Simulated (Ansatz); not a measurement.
**SnSe2 (P-3m1): cell relaxations under several functionals**

A script is to give cell relaxations under several functionals; the system is SnSe2 (P-3m1).

Computed with Ansatz 0.2.0, driven from Python. The levels of theory stand in the script.

### 1 The system

The structure is trigonal, space group P-3m1 (No. 164). Conventional cell: a = 3.811 Å, b = 3.811 Å, c = 6.136 Å, α = 90.00°, β = 90.00°, γ = 120.00°. Around Sn (site symmetry -3m) lie 6 Se at 2.68 Å. Se (site symmetry 3m) is surrounded by 3 Sn at 2.68 Å.

POSCAR_snse2, read by the script:

```text
SnSe2
1.0
   3.81100000    0.00000000    0.00000000
  -1.90550000    3.30042281    0.00000000
   0.00000000    0.00000000    6.13600000
Sn Se
1 2
Direct
   0.00000000    0.00000000    0.00000000
   0.33333333    0.66666667    0.24900000
   0.66666667    0.33333333    0.75100000
```

### 2 The script

snse2.py reads:

```python
"""Relaxed cell of SnSe2 under several functionals."""

import logging
import sys

import ansatz as az
from ase.io import read
import numpy as np

logging.basicConfig(stream=sys.stdout, format="%(levelname)s %(message)s")
logger = logging.getLogger("ansatz_job")
logger.setLevel(logging.INFO)

def edges_and_angles(cell):
    cell = np.asarray(cell)
    a, b, c = np.linalg.norm(cell, axis=1)
    cosines = cell[1] @ cell[2] / (b * c), cell[0] @ cell[2] / (a * c), cell[0] @ cell[1] / (a * b)
    return (a, b, c, *np.degrees(np.arccos(cosines)))


def main() -> None:
    atoms = read("POSCAR_snse2", format="vasp")
    snse2 = az.Crystal.from_ase(atoms)

    calc = (
        snse2.calculation()
        .basis(470)  # cutoff of the orbital basis
        .kpoints(12, 12, 4)
        .occupations("fixed")
        .relax(cell=True, force_tolerance=0.02)  # relax until the tolerances are met
    )

    levels = [("rpbe", "none"), ("lda", "none"), ("pbe", "d4"), ("pbesol", "none")]
    logger.info("level            a       b       c    alpha   beta  gamma  V/atom  steps")
    for name, dispersion in levels:
        seen = []
        run = calc.functional(name, dispersion=dispersion).session().plan()
        result = run.execute(on_event=lambda e: seen.append(e) if e["event"] == "relax_step" else None)
        cell = result.lattice.cell_ang
        label = name if dispersion == "none" else f"{name}+{dispersion}"
        print("{:13s} {:7.4f} {:7.4f} {:7.4f} {:6.2f} {:6.2f} {:6.2f}".format(label, *edges_and_angles(cell)), f"{abs(np.linalg.det(cell)) / len(result.lattice.sites):7.3f} {len(seen):5d}")


if __name__ == "__main__":
    main()
```

### 3 The input behind the calls

The package turns the script's settings into the engine's input (first run):

```yaml
crystal:
  lattice:
    - [3.811, 0.0, 0.0]
    - [-1.9055, 3.30042281, 0.0]
    - [0.0, 0.0, 6.136]
  atoms:
    - { symbol: Sn, position: [0.0, 0.0, 0.0] }
    - { symbol: Se, position: [0.3333333299999999, 0.66666667, 0.24900000000000003] }
    - { symbol: Se, position: [0.66666667, 0.33333333, 0.751] }
basis:
  ecutwfc: 470.0
kpoints:
  mp_grid:
    grid: [12, 12, 4]
hamiltonian:
  xc: rpbe
  dispersion: none
scf:
  occupations:
    method: fixed
relax:
  f_tol: 0.02
  cell: {}
```

### 4 The run

Command:

```bash
$ python snse2.py
```

**Question.** Rank the levels of theory by the volume of the relaxed cell.

**Answer**, as computed:

| quantity | value |
| --- | --- |
| runs compared | 4 |
| relaxed volume | 24.51 (lda) to 36.67 Å³/atom (rpbe) |
| gap on the mesh | 0.31 (lda) to 0.84 eV (rpbe) |

From smallest to largest: LDA (24.51 Å³ an atom, -4.7 % against the start), PBE+D4 (25.51 Å³ an atom, -0.9 % against the start), PBEsol (25.85 Å³ an atom, +0.5 % against the start) and RPBE (36.67 Å³ an atom, +42.5 % against the start). The spread is 49.6 % in volume. In run 1, the volume grew by 42.5 % over 11 moves, and the space group stayed P-3m1. In run 4, the volume grew by 0.5 % over 3 moves, and the space group stayed P-3m1.
